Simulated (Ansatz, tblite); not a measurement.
# Closo-2-SB4 (no H on S) (B₄H₄S): one state, many levels

Aim: run the singlet of closo-2-SB4 (no H on S) (B₄H₄S) at one geometry on many levels, and compare frontier levels, spin and run time.

Method: as each input shows; program: Ansatz 0.2.0, Gaussian basis.

Levels to be run: GFN1-xTB, GFN2-xTB, PBE-D4/def2-TZVP, r2SCAN-D4/def2-TZVP, HF/def2-TZVP, LDA/def2-TZVP, LC-ωPBE/def2-TZVP, PBE-D4/def2-SVP, PBE0-D4/def2-SVP, CCSD(T)/def2-TZVPP, MP2/def2-TZVP.

2 further runs of the same task are left out: 2 set aside as unsound or not needed.

## 1. The structure

The singlet was relaxed beforehand with r2SCAN-D4/def2-SVP.

9 atoms, charge 0, spin multiplicity 1.

Bond lengths: B1–B2 1.629 Å, B1–B3 1.733 Å, B1–B4 1.748 Å, B1–S5 2.028 Å, B1–H6 1.197 Å, B2–B4 1.733 Å, B2–S5 1.921 Å, B2–H7 1.191 Å, B3–B4 1.629 Å, B3–S5 1.921 Å, B3–H8 1.191 Å, B4–S5 2.028 Å, B4–H9 1.197 Å. Angles: B2–B1–B3 107.7°, B2–B1–B4 61.6°, B2–B1–S5 62.3°, B2–B1–H6 135.5°, B3–B1–B4 55.8°, B3–B1–S5 60.8°, B3–B1–H6 114.9°, B4–B1–S5 64.5°, B4–B1–H6 159.0°, S5–B1–H6 130.7°, B1–B2–B4 62.6°, B1–B2–S5 69.1°, B1–B2–H7 154.8°, B4–B2–S5 67.2°, B4–B2–H7 138.7°, S5–B2–H7 126.7°, B1–B3–B4 62.6°, B1–B3–S5 67.2° and more.

PBE0-D4/def2-TZVP was run before; its log isn't repeated, and its numbers join the tables.

## 2. GFN1-xTB

Tight binding, by tblite at 300 K electronic temperature and without a spin-polarisation term:

```python
tblite.interface.Calculator('GFN1-xTB', numbers, positions, charge=0, uhf=0).singlepoint()
```

Energy -310.6189 eV, HOMO -10.29 eV, LUMO -7.60 eV; 0.006 s.

## 3. GFN2-xTB

Tight binding, by tblite at 300 K electronic temperature and without a spin-polarisation term:

```python
tblite.interface.Calculator('GFN2-xTB', numbers, positions, charge=0, uhf=0).singlepoint()
```

Energy -276.9390 eV, HOMO -9.06 eV, LUMO -6.45 eV; 0.004 s.

## 4. PBE-D4/def2-TZVP

start.molden holds the orbitals of an earlier run on this state, given as this run's starting guess.

The input, in.yaml:

```yaml
crystal:
  periodic: [false, false, false]
  atoms:
    - {symbol: B, position_ang: [0.667124, -0.675797, -0.037289]}
    - {symbol: B, position_ang: [0.860899, 0.811326, -0.673387]}
    - {symbol: B, position_ang: [-0.837708, -0.689005, 0.822556]}
    - {symbol: B, position_ang: [-0.757253, 0.205695, -0.536189]}
    - {symbol: S, position_ang: [0.175330, 0.916312, 1.118260]}
    - {symbol: H, position_ang: [1.383101, -1.609453, 0.183832]}
    - {symbol: H, position_ang: [1.449939, 1.663870, -1.261183]}
    - {symbol: H, position_ang: [-1.388754, -1.345268, 1.650087]}
    - {symbol: H, position_ang: [-1.552678, 0.722330, -1.266679]}
basis:
  gaussian: {orbitals: def2-TZVP, initial_orbitals: start.molden}
hamiltonian: {xc: pbe, dispersion: d4}
scf: {omitted_lower_state_checks: [starts]}
output: {forces: true, orbitals: {seedname: orbitals}}
```

The run is started by

```sh
ansatz run in.yaml --threads 2 --pin off --events-out ev --progress --plain --max-ram 4352MiB
```

Further steps of the session: r2SCAN-D4/def2-TZVP; HF/def2-TZVP; LDA/def2-TZVP; LC-ωPBE/def2-TZVP; PBE-D4/def2-SVP; PBE0-D4/def2-SVP; CCSD(T)/def2-TZVPP; MP2/def2-TZVP.

**Question.** What will the summary of the whole plan be? Wanted: gap in def2-TZVP, named functionals and Hartree-Fock, smallest and largest; correlation energy, CCSD(T)/def2-TZVPP; correlation energy, MP2/def2-TZVP; binding an atom, CCSD(T)/def2-TZVPP; PBE0 total energy, smallest basis above largest.

The runs gave:

| quantity | value |
| --- | --- |
| gap in def2-TZVP, named functionals and Hartree-Fock, smallest and largest | 3.01 eV (PBE-D4), 10.07 eV (HF) |
| correlation energy, CCSD(T)/def2-TZVPP | -18.91 eV |
| correlation energy, MP2/def2-TZVP | -16.83 eV |
| binding an atom, CCSD(T)/def2-TZVPP | 3.665 eV |
| PBE0 total energy, smallest basis above largest | 6.60 eV (def2-SVP, def2-TZVP) |

What this shows: Over the named functionals and Hartree-Fock in def2-TZVP the gap runs from 3.01 eV (PBE-D4) to 10.07 eV (HF); exact exchange widens it. The functionals in def2-TZVP miss CCSD(T)/def2-TZVPP by +0.169 (LC-ωPBE) to +0.767 eV (LDA) an atom. The reference is CCSD(T) in one finite basis, so it carries an error of its own, often a tenth of an eV or more, and near misses can't be ranked.
